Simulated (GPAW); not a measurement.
Here is a GPAW 26.7.0 calculation.

run.py

```python
from ase import Atoms
from ase.dft.bandgap import bandgap
from ase.io import write
from ase.units import GPa
from gpaw import GPAW, PW

atoms = Atoms(['Pb', 'Pb', 'Pb', 'Pb', 'O', 'O'],
              cell=[[5.38, 0.0, 0.0],
                    [0.0, 5.38, 0.0],
                    [0.0, 0.0, 5.38]],
              scaled_positions=[[0.75, 0.25, 0.75],
                                [0.25, 0.75, 0.75],
                                [0.75, 0.75, 0.25],
                                [0.25, 0.25, 0.25],
                                [0.5, 0.5, 0.5],
                                [0.0, 0.0, 0.0]],
              pbc=True)

calc = GPAW(mode=PW(600),
            xc='PBE',
            kpts={'size': (4, 4, 4), 'gamma': True},
            occupations={'name': 'fermi-dirac', 'width': 0.05},
            nbands=53,
            maxiter=120,
            txt='gpaw.txt')
atoms.calc = calc
energy = atoms.get_potential_energy()
forces = atoms.get_forces()
stress = atoms.get_stress()
calc.write('gs.gpw')
write('result.traj', atoms)
print(f'Energy: {energy:.6f} eV')
print('Forces (eV/A):')
print(forces.round(4))
print('Stress (GPa):', (stress / GPa).round(3))
print('Fermi level:', round(calc.get_fermi_level(), 4), 'eV')
print(f'Gap: {bandgap(calc)[0]:.4f} eV, direct: {bandgap(calc, direct=True)[0]:.4f} eV')
```

Potentials or basis: GPAW PAW data sets (gpaw-data 1.2.1), pw.

Launch:

```sh
$ OMP_NUM_THREADS=1 python run.py
```

Problem. Estimate the pressure.

Solution. 1.2 GPa.

Problem. Predict the band gap on the k mesh.

Solution. None (metal or under the smearing width).

Caveat: the cutoff is short for stress and forces, so pressures can be off by a GPa or more. Spin-orbit coupling is left out, which matters for the levels of Pb.
